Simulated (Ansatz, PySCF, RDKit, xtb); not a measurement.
**Isomers of BSi2H6OF3, a sample narrowed down**

A sample of isomers of BSi2H6OF3 is drawn. Aim: find which of them has the lowest free energy at 298.15 K, then its properties. The sample is small against all isomers, and the most stable one of this formula need not be in it.

The funnel: GFN2-xTB relaxations, single points with a density functional, relaxations at PBE0-D4/def2-SVP, harmonic vibrations (at GFN2-xTB), and a last energy at a higher level. All values are calculated.

1 further run of the same task is left out (set aside as unsound or not needed).

**1. Candidates**

Isomers were drawn by moving bonds and hydrogen atoms under normal valences; this is a sample, not all of them. O–O, O–halogen and N–halogen bonds and N–N–N chains are not drawn. That gives 12 candidates.

| label | SMILES | spin |
| --- | --- | --- |
| c023 | F[B-](F)(F)[O+]([SiH3])[SiH3] | singlet |
| c074 | F[BH2-][O+]([SiH2]F)[SiH2]F | singlet |
| c182 | [OH2+][Si@](F)([SiH3])[BH-](F)F | singlet |
| c250 | F[SiH2][B-](F)(F)[OH+][SiH3] | singlet |
| c281 | F[SiH2][OH+][SiH2][BH-](F)F | singlet |
| c300 | F[BH2-][O+]([SiH3])[SiH](F)F | singlet |
| c356 | F[B-](F)(F)[SiH2][OH+][SiH3] | singlet |
| c576 | F[SiH2][O+]([SiH3])[BH-](F)F | singlet |
| c696 | [OH2+][Si@H]([SiH3])[B-](F)(F)F | singlet |
| c704 | [BH3-][O+]([SiH2]F)[SiH](F)F | singlet |
| c790 | F[BH-](F)[OH+][Si@H](F)[SiH3] | singlet |
| c988 | F[BH-](F)[Si@H](F)[OH+][SiH3] | singlet |

Candidates are built by distance geometry, with a force field where one applies, in up to four conformers (letters a to d).

**Question.** With final energies at CCSD(T)/def2-SVP + MP2/def2-TZVPP - MP2/def2-SVP, which structure will this search put lowest in free energy, and by what margin?

| quantity | value |
| --- | --- |
| lowest structure found | F[B-](F)(F)[O+]([SiH3])[SiH3], singlet |
| next finalist | F[SiH2][O+]([SiH3])[BH-](F)F, singlet, 2.0 kcal/mol higher in G |
| share at equilibrium, among the finalists | 93.1 % |
| dipole moment (PBE0/def2-SVPD) | 4.57 D |
| HOMO energy (PBE0/def2-SVPD) | -9.80 eV |
| LUMO energy (PBE0/def2-SVPD) | -1.01 eV |
| HOMO–LUMO gap (PBE0/def2-SVPD) | 8.79 eV |
| lowest excitation (TD-CAM-B3LYP/def2-SVPD) | 7.70 eV (f = 0.001) |
| strongest of the states computed, same level | 9.37 eV (f = 0.139) |
| lowest triplet excitation, same level, Tamm-Dancoff | 7.25 eV |
| vertical ionisation energy | 11.72 eV |
| vertical electron affinity | -0.43 eV (unbound: the value depends on the basis) |
| vertical triplet less singlet | +7.08 eV |

`F[B-](F)(F)[O+]([SiH3])[SiH3]` comes out lowest. The margin, 2.0 kcal/mol, is modest. With 7 minima in the window unscreened, the next finalist need not be the second lowest, and margin and share hold for the finalists alone. PBE0-D4/def2-SVP, HF/def2-SVP and MP2/def2-SVP already put its bonding pattern lowest among the structures in one piece. 7 minima inside the window were never screened. The search is not exhaustive (a finite list of starts, one conformer a finalist), so a lower isomer can't be ruled out. Only 12 drawn patterns were tried, so whole families of isomers are missing, and the result ranks only the part of this sample that was screened.
